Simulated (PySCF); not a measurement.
**Ways to converge the SCF of SrO**

The same problem is solved with other solver options, one edit a run.

Program: PySCF 2.14.0. Level of theory: method and basis as typed in the scripts. These are calculated values, not measurements.

6 further runs of the same task are left out: 2 for a known fault of the program, 4 that didn't finish.

### Step 1. The system as given

SrO: 2 atoms, charge 0, spin multiplicity 1.

Bond lengths: Sr1–O2 2.470 Å.

### Step 2. Base script

The input, input.py:

```python
from pyscf import gto, scf, mp

mol = gto.M(
    atom='Sr 0 0 0; O 0 0 2.47',
    basis='sbkjc',
    ecp={'Sr': 'sbkjc', 'O': 'sbkjc'},
    charge=0,
    spin=0,
    verbose=4,
)
mf = scf.UHF(mol)
mf.kernel()
mp.MP2(mf).kernel()
mf.dip_moment()
print('orbital energies (hartree):', [e[max(0, n-3):n+3].round(4) for e, n in zip(mf.mo_energy, mol.nelec)])
```

Started as:

```sh
> OMP_NUM_THREADS=1 python input.py
```

The log of this run is left out.

In short: E(SCF) = -16.093485 Eh, 10 cycles, E(MP2) − E(SCF) = -0.16379 Eh, μ = 6.60 D (of the SCF density).

The bond length is a typed value, not an optimised one.

### Step 3. Initial guess random

Edit 1 changes initial guess: minao → random.

The input, input.py:

```python
from pyscf import gto, scf, mp

mol = gto.M(
    atom='Sr 0 0 0; O 0 0 2.47',
    basis='sbkjc',
    ecp={'Sr': 'sbkjc', 'O': 'sbkjc'},
    charge=0,
    spin=0,
    verbose=4,
)
mf = scf.UHF(mol)
mf.init_guess = 'random'
mf.kernel()
mp.MP2(mf).kernel()
mf.dip_moment()
print('orbital energies (hartree):', [e[max(0, n-3):n+3].round(4) for e, n in zip(mf.mo_energy, mol.nelec)])
```

Started as:

```sh
> OMP_NUM_THREADS=1 python input.py
```

### Step 4. Smearing width 0.05 hartree

Edit 2 changes smearing width: none → 0.05 hartree; step after the SCF: mp2 → none.

input.py, as its differences from that of step 2:

```diff
@@ -1,2 +1,2 @@
-from pyscf import gto, scf, mp
+from pyscf import gto, scf
 
@@ -11,4 +11,4 @@
 mf = scf.UHF(mol)
+mf = scf.addons.smearing_(mf, sigma=0.05, method='fermi')
 mf.kernel()
-mp.MP2(mf).kernel()
 mf.dip_moment()
```

### Step 5. Level shift 0.1 hartree

Edit 3 changes level shift: none → 0.1 hartree.

input.py, as its differences from that of step 2:

```diff
@@ -11,2 +11,3 @@
 mf = scf.UHF(mol)
+mf.level_shift = 0.1
 mf.kernel()
```

### Step 6. Smearing width 0.005 hartree

Edit 4 changes smearing width: none → 0.005 hartree; step after the SCF: mp2 → none.

input.py, as its differences from that of step 2:

```diff
@@ -1,2 +1,2 @@
-from pyscf import gto, scf, mp
+from pyscf import gto, scf
 
@@ -11,4 +11,4 @@
 mf = scf.UHF(mol)
+mf = scf.addons.smearing_(mf, sigma=0.005, method='fermi')
 mf.kernel()
-mp.MP2(mf).kernel()
 mf.dip_moment()
```

Q: Predict the outcome of this session. Wanted: for each run, E(SCF); from base; gap; SCF dipole; after the SCF.

As calculated:

| run | E(SCF) (hartree) | from base (eV) | cycles | gap (eV) | SCF dipole (D) | after the SCF |
| --- | --- | --- | --- | --- | --- | --- |
| base | -16.093485 | 0 | 10 | 5.10 | 6.60 | MP2 correlation -4.457 eV |
| initial guess random | -16.093485 | 0.0000 | 10 | 5.10 | 6.60 | MP2 correlation -4.457 eV |
| smearing width 0.05 hartree | -15.925545 | +4.5699 | 24 | n/a | 10.80 | n/a |
| level shift 0.1 hartree | -16.093485 | 0.0000 | 13 | 5.10 | 6.60 | MP2 correlation -4.457 eV |
| smearing width 0.005 hartree | -16.093485 | 0.0000 | 17 | n/a | 6.60 | n/a |

Distance from each run's final energy (log10 hartree) by cycle:

| run | cycle 1 | cycle 2 | cycle 3 | cycle 5 | cycle 8 | cycle 12 |
| --- | --- | --- | --- | --- | --- | --- |
| base | -0.7 | -0.4 | -2.5 | -3.6 | -7.0 | done |
| initial guess random | -0.7 | -0.4 | -2.5 | -3.6 | -7.0 | done |
| smearing width 0.05 hartree | -0.1 | -0.1 | -0.7 | -1.9 | -2.3 | -4.1 |
| level shift 0.1 hartree | -0.8 | -0.8 | -2.0 | -3.7 | -6.3 | -9.9 |
| smearing width 0.005 hartree | -0.3 | -0.2 | -0.7 | -1.1 | -1.1 | -2.6 |

**Reading.** The SCF energy stays the same, to the digits that matter, with initial guess random or level shift 0.1 hartree or smearing width 0.005 hartree. PySCF falls back to minao for a guess that it doesn't know or can't read, so that run repeats the base. The base needs 10 cycles and the run with smearing width 0.005 hartree needs 17.
